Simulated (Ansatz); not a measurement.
**Alloy of ZnGa2O4 and ZnAl2O4 (4 of 16 Ga sites exchanged), 56 atoms, part 1 of 2**

Aim: relax the alloy cell and compare the gap by PBEsol and HSE06.

Method: density functional theory in Ansatz 0.2.0, PAW datasets, plane waves.

## (1) The system as built

56 atoms (8 Zn, 4 Al, 32 O, 12 Ga); a = 8.278 Å, b = 8.278 Å, c = 8.278 Å, α = 90.00°, β = 90.00°, γ = 90.00°. All atoms were shaken off their sites by about 0.02 Å along each axis.

Plan of the steps: (2) PBEsol cell relaxation at the single k point (¼, ¼, ¼), on 1 × NVIDIA H100 80GB HBM3 with 2 threads of AMD EPYC 7R13; (3) HSE06 single point at the single k point (¼, ¼, ¼), on 1 × NVIDIA H100 80GB HBM3 with 2 threads of AMD EPYC 7R13.

## (2) PBEsol relaxation of the cell and the positions

in.yaml reads:

```yaml
crystal:
  lattice:
    - [8.277714, 0.000000, 0.000000]
    - [0.000000, 8.277714, 0.000000]
    - [0.000000, 0.000000, 8.277714]
  atoms:
    - { symbol: Zn, position: [0.876218, 0.373305, 0.373153] }
    - { symbol: Zn, position: [0.376995, 0.878297, 0.374806] }
    - { symbol: Zn, position: [0.374855, 0.371991, 0.873332] }
    - { symbol: Zn, position: [0.126763, 0.123716, 0.125434] }
    - { symbol: Zn, position: [0.873674, 0.877215, 0.874579] }
    - { symbol: Zn, position: [0.625225, 0.624365, 0.124643] }
    - { symbol: Zn, position: [0.623862, 0.125108, 0.627550] }
    - { symbol: Zn, position: [0.123818, 0.623335, 0.623704] }
    - { symbol: Al, position: [0.497955, 0.998951, 0.999808] }
    - { symbol: Al, position: [0.247673, 0.750010, 0.995352] }
    - { symbol: Al, position: [0.246349, 0.001733, 0.749876] }
    - { symbol: Al, position: [0.498090, 0.747848, 0.746075] }
    - { symbol: O, position: [0.512275, 0.012429, 0.236692] }
    - { symbol: O, position: [0.736138, 0.239421, 0.239449] }
    - { symbol: O, position: [0.514739, 0.239231, 0.012765] }
    - { symbol: O, position: [0.740769, 0.009971, 0.009591] }
    - { symbol: O, position: [0.011262, 0.507831, 0.237584] }
    - { symbol: O, position: [0.236312, 0.738625, 0.236728] }
    - { symbol: O, position: [0.010587, 0.737331, 0.012471] }
    - { symbol: O, position: [0.235867, 0.509090, 0.011853] }
    - { symbol: O, position: [0.015629, 0.018987, 0.738870] }
    - { symbol: O, position: [0.238647, 0.236295, 0.740490] }
    - { symbol: O, position: [0.015145, 0.236365, 0.513614] }
    - { symbol: O, position: [0.240538, 0.012647, 0.513435] }
    - { symbol: O, position: [0.264020, 0.264654, 0.262705] }
    - { symbol: O, position: [0.491163, 0.488319, 0.262138] }
    - { symbol: O, position: [0.487725, 0.264095, 0.490330] }
    - { symbol: O, position: [0.257373, 0.482804, 0.489299] }
    - { symbol: O, position: [0.511437, 0.509289, 0.733797] }
    - { symbol: O, position: [0.734997, 0.739673, 0.737633] }
    - { symbol: O, position: [0.513253, 0.738056, 0.515758] }
    - { symbol: O, position: [0.736713, 0.510210, 0.509836] }
    - { symbol: O, position: [0.763401, 0.754138, 0.263138] }
    - { symbol: O, position: [0.987564, 0.990674, 0.258754] }
    - { symbol: O, position: [0.990226, 0.761468, 0.489523] }
    - { symbol: O, position: [0.760496, 0.989413, 0.489278] }
    - { symbol: O, position: [0.765692, 0.262805, 0.760119] }
    - { symbol: O, position: [0.993745, 0.488727, 0.760371] }
    - { symbol: O, position: [0.991222, 0.260362, 0.986556] }
    - { symbol: O, position: [0.762127, 0.485821, 0.987508] }
    - { symbol: O, position: [0.260203, 0.763512, 0.763608] }
    - { symbol: O, position: [0.489778, 0.990242, 0.764745] }
    - { symbol: O, position: [0.491113, 0.763376, 0.985024] }
    - { symbol: O, position: [0.261082, 0.991034, 0.988277] }
    - { symbol: Ga, position: [0.745582, 0.254308, 0.000498] }
    - { symbol: Ga, position: [0.749434, 0.998424, 0.251602] }
    - { symbol: Ga, position: [0.000742, 0.501262, 0.002338] }
    - { symbol: Ga, position: [0.000299, 0.001627, 0.498391] }
    - { symbol: Ga, position: [0.500415, 0.498847, 0.499739] }
    - { symbol: Ga, position: [0.248976, 0.253668, 0.500021] }
    - { symbol: Ga, position: [0.248146, 0.495001, 0.250473] }
    - { symbol: Ga, position: [0.500935, 0.249385, 0.250925] }
    - { symbol: Ga, position: [0.749421, 0.750693, 0.500989] }
    - { symbol: Ga, position: [0.751112, 0.500071, 0.750902] }
    - { symbol: Ga, position: [0.999981, 0.749477, 0.255640] }
    - { symbol: Ga, position: [0.998451, 0.245427, 0.752219] }
  symmetry: { detect: false }
kpoints:
  mp_grid: { grid: [1, 1, 1], shift: [0.25, 0.25, 0.25] }
hamiltonian:
  xc: pbesol
scf:
  occupations: { method: fermi_dirac, width: 0.01 }
relax:
  f_tol: 0.03
  max_steps: 80
  escape_saddle: false
  adjacent_minimum: "off"
  cell: { fix: [shape] }
output:
  forces: true
  eigenvalues: true
  populations: true
```

On the command line:

```
ansatz run in.yaml --threads 2 --pin off --max-ram 30400MiB --runs-dir r --events-out ev --progress --plain --backend cuda --devices 0, --max-vram 18GiB
```

The program printed:

```text
Pseudopotentials: kind: paw
Functional definition: PBEsol
  exchange = pbesol_x
  correlation = pbesol_c
Crystal: 56 atoms, lattice volume = 567.194 Å³
Basis set: ecut = 420 eV, 11067 PW (Γ), exchange–correlation on 120×120×120 points (8 copies of the dense FFT grid, shifted against one another)
Bands: 284, of which v1, the nominal top of the filled ones, is band 228 counted from 1 (227 counted from 0)
Symmetry: 1 space group operations
k-points: 1
Non-local potential: Zn, projectors of the file, l = 0: 2, l = 1: 2, l = 2: 3, l = 3: 1
Non-local potential: Al, projectors of the file, l = 0: 2, l = 1: 2, l = 2: 1
Non-local potential: O, projectors of the file, l = 0: 2, l = 1: 2, l = 2: 1
Non-local potential: Ga, projectors of the file, l = 0: 2, l = 1: 2, l = 2: 3, l = 3: 1
PAW form: soft (Blöchl's): semilocal exchange-correlation on the pseudo side does not see the compensation charge
PAW frozen core: Zn, regenerated for the run's functional, and the local potential with it (the file was generated under x = pbe(κ = 0.804, μ = 0.2195149727645171), c = pbe(β = 0.06672455060314922))
PAW frozen core: Al, regenerated for the run's functional, and the local potential with it (the file was generated under x = pbe(κ = 0.804, μ = 0.2195149727645171), c = pbe(β = 0.06672455060314922))
PAW frozen core: O, regenerated for the run's functional, and the local potential with it (the file was generated under x = pbe(κ = 0.804, μ = 0.2195149727645171), c = pbe(β = 0.06672455060314922))
PAW frozen core: Ga, regenerated for the run's functional, and the local potential with it (the file was generated under x = pbe(κ = 0.804, μ = 0.2195149727645171), c = pbe(β = 0.06672455060314922))
PAW one-centre angular grid: Zn, 590 points (default); XC on 64 Gauss nodes
PAW one-centre angular grid: Al, 110 points (default); XC on 64 Gauss nodes
PAW one-centre angular grid: O, 110 points (default); XC on 64 Gauss nodes
PAW one-centre angular grid: Ga, 590 points (default); XC on 64 Gauss nodes
Initial density: superposition of atomic densities (neutral atoms: chi_scale 0, normalization atom), corrected by the library's trained network
Initial wavefunctions: pseudopotential atomic-orbital guess
Functional: x = pbesol(κ = 0.804, μ = 0.12345679012345678), c = pbesol(β = 0.046)
SCF iter   1: F=—  HF=-91243.940806 eV  |F-HF|=—  |Δ(HF+E_count)|=         —  Δρ=1.69e-2  dr2=1.24e0  ethr=1.77e-3  ⟨swp⟩=6.0  Hψ=1106  notcnv=0  defer=7
preconditioner: auto → Resta (q_TF=auto, 2.631 Å⁻¹)  ε∞=5.1  [insulator: Δε(μ)=3.899 eV  Ē_g=16.384 eV  σ=0.010 eV  W_gap=1.00  n_scr=178 (ndim 8)  ℏωp=33.3 eV  f_vac=0.013  D(μ)=0.00/eV (n_scr^D=0)  ε∞_Penn≈5.1]
SCF iter   2: F=—  HF=-91243.582471 eV  |F-HF|=—  |Δ(HF+E_count)|=   3.58e-1  Δρ=2.26e-3  dr2=1.62e-2  ethr=2.71e-4  ⟨swp⟩=2.0  Hψ=457  notcnv=0  defer=52
SCF iter   3: F=—  HF=-91243.582550 eV  |F-HF|=—  |Δ(HF+E_count)|=   7.94e-5  Δρ=1.23e-3  dr2=5.64e-3  ethr=3.56e-6  ⟨swp⟩=2.0  Hψ=432  notcnv=0  defer=52
SCF iter   4: F=—  HF=-91243.583973 eV  |F-HF|=—  |Δ(HF+E_count)|=   1.42e-3  Δρ=5.14e-4  dr2=9.95e-4  ethr=1.24e-6  ⟨swp⟩=2.0  Hψ=432  notcnv=0  defer=52
SCF iter   5: F=—  HF=-91243.581675 eV  |F-HF|=—  |Δ(HF+E_count)|=   2.30e-3  Δρ=1.23e-4  dr2=9.28e-5  ethr=2.18e-7  ⟨swp⟩=2.0  Hψ=428  notcnv=0  defer=52
SCF iter   6: F=—  HF=-91243.583290 eV  |F-HF|=—  |Δ(HF+E_count)|=   1.62e-3  Δρ=1.07e-4  dr2=3.79e-5  ethr=2.04e-8  ⟨swp⟩=2.0  Hψ=428  notcnv=0  defer=52
SCF iter   7: F=—  HF=-91243.583287 eV  |F-HF|=—  |Δ(HF+E_count)|=   2.87e-6  Δρ=1.60e-5  dr2=1.13e-6  ethr=8.32e-9  ⟨swp⟩=2.0  Hψ=428  notcnv=0  defer=52
SCF iter   8: F=—  HF=-91243.583288 eV  |F-HF|=—  |Δ(HF+E_count)|=   6.74e-7  Δρ=8.18e-6  dr2=3.09e-7  ethr=2.47e-10  ⟨swp⟩=2.0  Hψ=460  notcnv=0  defer=52
SCF iter   9: F=-91243.583288 eV  HF=-91243.583288 eV  |F-HF|=2.71e-8  |Δ(HF+E_count)|=   1.12e-7  Δρ=3.93e-6  dr2=6.93e-8  ethr=2.19e-11  ⟨swp⟩=12.0  Hψ=1279  notcnv=0
SCF 1 converged in 9 iterations: F = -91243.583288 eV  dr2 = 6.93e-8
relax step   1: F+E_penalty+E_count = -91243.58328795 eV  Δ(F+E_penalty+E_count) = +0.000e0 eV  max|allowed force component| = 1.701e0 eV/Å  Δτ_max = 0.0000 Å  P = +0.778 GPa  Ω = 567.194 Å³  fix = [alpha, beta, gamma, b/a, c/a]  reactions: b/a +0.069, c/a -0.031 GPa; alpha +0.316, beta +0.380, gamma +0.118 GPa/rad  (9 SCF iters, dr2 threshold 1.00e-7 eV, accepted)
Crystal: 56 atoms, lattice volume = 567.924 Å³
Initial density: handed on by an earlier stage of this run
Initial wavefunctions: those handed on with the density
iter 1 solved again at ethr=2.15e-5 eV; its pass at ethr=3.10e-3 eV (dr2=9.80e-2 eV) is discarded
SCF iter   1: F=—  HF=-91244.262796 eV  |F-HF|=—  |Δ(HF+E_count)|=         —  Δρ=5.82e-3  dr2=9.96e-2  ethr=2.15e-5  ⟨swp⟩=5.0  Hψ=1014  notcnv=0
preconditioner: auto → Resta (q_TF=auto, 2.630 Å⁻¹)  ε∞=5.1  [insulator: Δε(μ)=3.984 eV  Ē_g=16.421 eV  σ=0.010 eV  W_gap=1.00  n_scr=178 (ndim 8)  ℏωp=33.3 eV  f_vac=0.010  D(μ)=0.00/eV (n_scr^D=0)  ε∞_Penn≈5.1]
SCF iter   2: F=—  HF=-91244.240339 eV  |F-HF|=—  |Δ(HF+E_count)|=   2.25e-2  Δρ=2.76e-3  dr2=2.14e-2  ethr=2.15e-5  ⟨swp⟩=5.0  Hψ=554  notcnv=0
SCF iter   3: F=—  HF=-91244.236824 eV  |F-HF|=—  |Δ(HF+E_count)|=   3.52e-3  Δρ=7.73e-4  dr2=2.95e-3  ethr=4.70e-6  ⟨swp⟩=4.0  Hψ=563  notcnv=0
SCF iter   4: F=—  HF=-91244.235851 eV  |F-HF|=—  |Δ(HF+E_count)|=   9.73e-4  Δρ=2.00e-4  dr2=2.84e-4  ethr=6.46e-7  ⟨swp⟩=2.0  Hψ=538  notcnv=0
SCF iter   5: F=—  HF=-91244.235842 eV  |F-HF|=—  |Δ(HF+E_count)|=   8.28e-6  Δρ=1.27e-4  dr2=7.55e-5  ethr=6.22e-8  ⟨swp⟩=2.0  Hψ=484  notcnv=0
SCF iter   6: F=—  HF=-91244.235820 eV  |F-HF|=—  |Δ(HF+E_count)|=   2.21e-5  Δρ=2.88e-5  dr2=6.97e-6  ethr=1.66e-8  ⟨swp⟩=2.0  Hψ=485  notcnv=0
SCF iter   7: F=-91244.235818 eV  HF=-91244.235821 eV  |F-HF|=3.36e-6  |Δ(HF+E_count)|=   1.09e-6  Δρ=2.35e-5  dr2=2.30e-6  ethr=1.23e-9  ⟨swp⟩=8.0  Hψ=1248  notcnv=0
SCF 2 converged in 7 iterations: F = -91244.235818 eV  dr2 = 2.30e-6
relax step   2: F+E_penalty+E_count = -91244.23581804 eV  Δ(F+E_penalty+E_count) = -6.525e-1 eV  max|allowed force component| = 8.501e-1 eV/Å  Δτ_max = 0.0563 Å  P = +0.074 GPa  Ω = 567.924 Å³  energy of the carried Pulay correction = -3.765e-3 eV  fix = [alpha, beta, gamma, b/a, c/a]  reactions: b/a -0.003, c/a +0.039 GPa; alpha +0.251, beta +0.335, gamma +0.151 GPa/rad  (7 SCF iters, dr2 thresho [...]
Crystal: 56 atoms, lattice volume = 567.397 Å³
[... from here the SCF cycle lines were not kept, up to the last twenty ...]
preconditioner: auto → Resta (q_TF=auto, 2.631 Å⁻¹)  ε∞=5.1  [insulator: Δε(μ)=3.958 eV  Ē_g=16.441 eV  σ=0.010 eV  W_gap=1.00  n_scr=178 (ndim 8)  ℏωp=33.3 eV  f_vac=0.010  D(μ)=0.00/eV (n_scr^D=0)  ε∞_Penn≈5.1]
SCF 3 converged in 7 iterations: F = -91244.560222 eV  dr2 = 5.59e-6
relax step   3: F+E_penalty+E_count = -91244.56022240 eV  Δ(F+E_penalty+E_count) = -3.244e-1 eV  max|allowed force component| = 4.078e-2 eV/Å  Δτ_max = 0.0546 Å  P = -0.021 GPa  Ω = 567.397 Å³  energy of the carried Pulay correction = -1.047e-3 eV  fix = [alpha, beta, gamma, b/a, c/a]  reactions: b/a -0.002, c/a +0.001 GPa; alpha +0.231, beta +0.224, gamma +0.237 GPa/rad  (7 SCF iters, dr2 thresho [...]
[... 10 lines left out ...]
relax step   4: F+E_penalty+E_count = -91244.56184939 eV  Δ(F+E_penalty+E_count) = -1.627e-3 eV  max|allowed force component| = 1.426e-2 eV/Å  Δτ_max = 0.0032 Å  P = +0.007 GPa  Ω = 567.265 Å³  energy of the carried Pulay correction = -3.691e-4 eV  fix = [alpha, beta, gamma, b/a, c/a]  reactions: b/a +0.000, c/a -0.000 GPa; alpha +0.221, beta +0.219, gamma +0.221 GPa/rad  (6 SCF iters, dr2 thresho [...]
Initial wavefunctions: pseudopotential atomic-orbital guess (no wavefunctions were taken with the density)
iter 1 solved again at ethr=7.85e-8 eV; its pass at ethr=3.10e-3 eV (dr2=3.58e-4 eV) is discarded
SCF iter   1: F=—  HF=-91244.560940 eV  |F-HF|=—  |Δ(HF+E_count)|=         —  Δρ=7.34e-6  dr2=2.34e-7  ethr=7.85e-8  ⟨swp⟩=5.0  Hψ=2033  notcnv=0
SCF iter   2: F=—  HF=-91244.561849 eV  |F-HF|=—  |Δ(HF+E_count)|=   9.10e-4  Δρ=4.60e-6  dr2=9.22e-8  ethr=5.14e-11  ⟨swp⟩=3.0  Hψ=622  notcnv=0
SCF iter   3: F=—  HF=-91244.561849 eV  |F-HF|=—  |Δ(HF+E_count)|=   1.62e-8  Δρ=2.24e-6  dr2=2.54e-8  ethr=2.02e-11  ⟨swp⟩=2.0  Hψ=461  notcnv=0
SCF iter   4: F=—  HF=-91244.561849 eV  |F-HF|=—  |Δ(HF+E_count)|=   2.33e-9  Δρ=5.42e-7  dr2=2.30e-9  ethr=5.57e-12  ⟨swp⟩=2.0  Hψ=510  notcnv=0
SCF iter   5: F=—  HF=-91244.561849 eV  |F-HF|=—  |Δ(HF+E_count)|=  4.07e-10  Δρ=5.40e-7  dr2=1.08e-9  ethr=1.00e-12  ⟨swp⟩=4.0  Hψ=880  notcnv=0
SCF iter   6: F=-91244.561849 eV  HF=-91244.561849 eV  |F-HF|=2.47e-10  |Δ(HF+E_count)|=  1.46e-11  Δρ=3.63e-7  dr2=5.10e-10  ethr=1.00e-12  ⟨swp⟩=4.0  Hψ=786  notcnv=0
SCF 5 converged in 6 iterations: F = -91244.561849 eV  dr2 = 5.10e-10
relax step   5: F+E_penalty+E_count = -91244.56184941 eV  Δ(F+E_penalty+E_count) = -1.394e-8 eV  max|allowed force component| = 1.425e-2 eV/Å  Δτ_max = 0.0000 Å  P = +0.013 GPa  Ω = 567.265 Å³  fix = [alpha, beta, gamma, b/a, c/a]  reactions: b/a +0.000, c/a -0.000 GPa; alpha +0.214, beta +0.211, gamma +0.214 GPa/rad  stress off target by 1.26e-2 GPa on what of the cell is left free  SCF on the ba [...]
SCF converged after 6 iterations
Free energy (F): -91244.561849 eV
Harris-Foulkes:  -91244.561849 eV  (|F-HF|=2.47e-10)
Internal energy: -91244.561849 eV  (E = F + TS)
E sigma→0 (E₀):  -91244.561849 eV
Fermi energy:    9.891273 eV
--- Per-component energies (eV) ---
  E_band       = 228.352084
  E_kinetic    = 8180.365083
  E_local      = -46847.455377  (includes V_loc(G=0)·N_el)
  E_nonlocal   = 11767.571800
  E_hartree    = 20436.965174
  E_xc         = -4384.522433
  E_vxc        = -4217.420912  (∫ρ·V_xc dr)
  E_paw        = -44575.497219  (= ΣΔE_a)
  E_vpaw       = -9528.716430  (= ΣTr[D̂ρ^β])
  E_aug_tail   = 0.075596  (compensation charges beyond the density's cutoff)
  E_ewald      = -35840.004817
  E_core_change = 17.940342  (= ΣΔE_core)
  E_smearing   = -0.000000  (= −TS)
  E_closure    = 0.000000  (closes the sum)
  Σ components = -91244.561849   (vs F -91244.561849, Δ=0.00e0)
--- Forces (eV/Å), atoms counted from 1 ---
  atom   1  Zn    -0.00285429    -0.00021844    -0.00094803
  atom   2  Zn    -0.00381712     0.00257902    -0.00910501
  atom   3  Zn    -0.00781520    -0.00071445     0.00170621
  atom   4  Zn     0.00270682    -0.00376584     0.00340297
  atom   5  Zn    -0.00455568     0.00205959    -0.00677195
  atom   6  Zn    -0.00199720     0.00571408    -0.00274762
  atom   7  Zn     0.00094364     0.00398165     0.00360513
  atom   8  Zn     0.00167688     0.00726979    -0.00037861
  atom   9  Al     0.00593201     0.00537633    -0.00374847
  atom  10  Al    -0.00017676    -0.00123777    -0.00117551
  atom  11  Al    -0.00093173    -0.00046957    -0.00506267
  atom  12  Al     0.00108601    -0.00083075    -0.00140799
  atom  13  O      0.00016077     0.00019739     0.00303785
  atom  14  O     -0.00174570    -0.00110520     0.00023681
  atom  15  O     -0.00122550    -0.00134538     0.00117836
  atom  16  O      0.00053440     0.00129668     0.00159947
  atom  17  O      0.00437673    -0.00149104     0.00085017
  atom  18  O     -0.00091987    -0.00223512     0.00630000
  atom  19  O     -0.00258060     0.00039498     0.00497155
  atom  20  O     -0.00126528    -0.00149112    -0.00209674
  atom  21  O     -0.00101077    -0.00193638    -0.00382876
  atom  22  O     -0.00207220     0.00116845     0.00125467
  atom  23  O      0.00015171    -0.00514330     0.00158371
  atom  24  O      0.00422415    -0.00178223     0.00271964
  atom  25  O      0.00095278     0.00237501     0.00464081
  atom  26  O     -0.00474288    -0.00753994    -0.00208503
  atom  27  O     -0.00171415     0.00340089    -0.00268206
  atom  28  O      0.00161534    -0.00215937     0.00251696
  atom  29  O      0.00719724     0.00038363     0.00243235
  atom  30  O      0.00341948     0.00120416    -0.00195103
  atom  31  O     -0.00157606    -0.00551570     0.00306911
  atom  32  O     -0.00433125    -0.00009314     0.00415036
  atom  33  O      0.00136486     0.00006914     0.00170195
  atom  34  O     -0.00206169    -0.00330863     0.00324346
  atom  35  O     -0.00196886    -0.00178894    -0.00178370
  atom  36  O      0.00018627     0.00036526    -0.00525078
  atom  37  O     -0.00063377    -0.00254736     0.00039107
  atom  38  O     -0.00438612    -0.00178711    -0.00076670
  atom  39  O     -0.00086380     0.00241045    -0.00315904
  atom  40  O      0.00580447    -0.00337252     0.00013543
  atom  41  O     -0.00178218    -0.00169332    -0.00057148
  atom  42  O      0.00207310    -0.00201990     0.00068390
  atom  43  O      0.00576016    -0.00333105     0.00721774
  atom  44  O     -0.00650605     0.00861713     0.00171815
  atom  45  Ga     0.00900603    -0.00668082    -0.00266560
  atom  46  Ga    -0.00367921     0.00207485     0.00787234
  atom  47  Ga     0.00128028    -0.00025782     0.00172856
  atom  48  Ga    -0.00258812     0.00374533     0.00317725
  atom  49  Ga    -0.00478150     0.00025296     0.00402590
  atom  50  Ga     0.00636943    -0.00852616    -0.01278557
  atom  51  Ga    -0.00476690     0.00153686    -0.00015291
  atom  52  Ga     0.00810042     0.01425050    -0.00642152
  atom  53  Ga     0.00225242    -0.00466030     0.00581914
  atom  54  Ga     0.00000927    -0.00531804    -0.00806687
  atom  55  Ga    -0.00531859     0.00464754    -0.00452516
  atom  56  Ga     0.00748382     0.00899557     0.00316852
  max |Σ_I F_I| component: 7.17e-7 eV/Å
--- Stress (GPa, compression-positive) ---
        0.012655      -0.213679      -0.211317
       -0.213679       0.012637      -0.213856
       -0.211317      -0.213855       0.012579
  P = ⅓ Tr σ = 0.0126 GPa (0.126 kbar)
--- Band table (eV) ---
  k-point 0: bands = [... 216 lower levels ..., "7.4304", "7.5336", "7.5671", "7.5672", "7.6047", "7.6726", "7.6728", "7.7763", "7.7771", "7.8658", "7.8662", "7.9209", "11.8616", "13.5066", "13.5067", "13.7106", "14.4278", "14.4902", "14.4904", "14.5544", "14.6800", "14.6805", "14.8543", "14.8888", ... 44 higher levels ...]
--- Relaxed structure (4 steps of the walk, 4 accepted, 1 SCFs on fresh bases) ---
  F+E_penalty+E_count = -91244.56184941 eV   max|allowed force component| = 1.425e-2 eV/Å   (the final SCF, on the basis selected at the relaxed cell)
  cell:  # Å, volume = 567.2651 Å³
    - [8.278062047506838, -3.6441020820940816e-112, 1.8466962672220068e-112]
    - [-3.6441020820940816e-112, 8.278062047506838, -9.443916269133296e-113]
    - [1.8466962672220068e-112, -9.443916269133296e-113, 8.278062047506838]
  atoms:
    - { symbol: Zn, position: [0.8749148834191071, 0.3746305617043347, 0.3748059379279403] }
    - { symbol: Zn, position: [0.37488795134810743, 0.8746226221201212, 0.37514053164362415] }
[... 54 atoms left out; the next input holds them all, rounded ...]
--- Löwdin populations: 56 sites ---
  site symbol       q [e]
     0     Zn     10.4985
     1     Zn     10.5012
     2     Zn     10.5012
     3     Zn     10.4997
     4     Zn     10.5012
     5     Zn     10.4997
     6     Zn     10.4997
     7     Zn     10.5000
     8     Al      1.8188
     9     Al      1.8165
    10     Al      1.8166
    11     Al      1.8166
    12      O      6.8039
    13      O      6.7598
    14      O      6.8040
    15      O      6.8040
    16      O      6.7598
    17      O      6.8037
    18      O      6.8040
    19      O      6.8038
    20      O      6.8038
    21      O      6.8039
    22      O      6.7598
    23      O      6.8038
    24      O      6.7637
    25      O      6.7639
    26      O      6.7638
    27      O      6.7637
    28      O      6.8039
    29      O      6.8038
    30      O      6.8040
    31      O      6.7598
    32      O      6.7637
    33      O      6.7638
    34      O      6.7636
    35      O      6.7638
    36      O      6.7636
    37      O      6.7638
    38      O      6.7639
    39      O      6.7639
    40      O      6.8781
    41      O      6.8783
    42      O      6.8782
    43      O      6.8782
    44     Ga     12.0763
    45     Ga     12.0763
    46     Ga     12.0788
    47     Ga     12.0787
    48     Ga     12.0788
    49     Ga     12.0758
    50     Ga     12.0759
    51     Ga     12.0763
    52     Ga     12.0758
    53     Ga     12.0759
    54     Ga     12.0759
    55     Ga     12.0758
  spilling = 0.005365 (of n_electrons = 456.000000)
```

Run time: 26 s. Hardware: 1 × NVIDIA H100 80GB HBM3 with 2 threads of AMD EPYC 7R13, shared host; peak host memory 1.3 GiB.

Recorded steps of the relaxation (solves on a freshly chosen basis count as rows, and their energies jump a little):

```csv
accepted step,energy change (eV),largest force component (eV/Å),SCF cycles,pressure (GPa)
1,0.000,1.701,9,0.78
2,-0.653,0.850,7,0.07
3,-0.977,0.041,7,-0.02
4,-0.979,0.014,6,0.01
5,-0.979,0.014,6,0.01
```

Largest shifts, less the median shift:

```csv
atom,shift (Å),dx,dy,dz
O29,0.107,-0.027,0.081,0.064
O15,0.104,-0.057,-0.077,-0.042
O20,0.102,0.052,0.082,-0.033
O21,0.102,0.032,-0.093,0.024
O19,0.091,0.075,0.034,-0.038
O16,0.089,-0.085,-0.021,-0.017
O44,0.078,0.037,-0.059,-0.034
O13,0.077,-0.035,-0.042,-0.054
```

|  | before | after | change |
| --- | --- | --- | --- |
| a (Å) | 8.278 | 8.278 | +0.00 % |
| b (Å) | 8.278 | 8.278 | +0.00 % |
| c (Å) | 8.278 | 8.278 | +0.00 % |
| volume (Å³/atom) | 10.128 | 10.130 | +0.01 % |

Bond lengths by pair after relaxation (within a distance cut, which drops stretched bonds):

```csv
pair,count,mean (Å),spread (Å),least,most
Al–O,24,1.929,0.001,1.928,1.931
Ga–O,72,1.991,0.009,1.975,2.001
O–Zn,32,1.964,0.001,1.961,1.966
```

Top filled level 7.921 eV, lowest empty level 11.862 eV: 3.94 eV apart at the single k point (¼, ¼, ¼).

(Continued in part 2 of 2.)
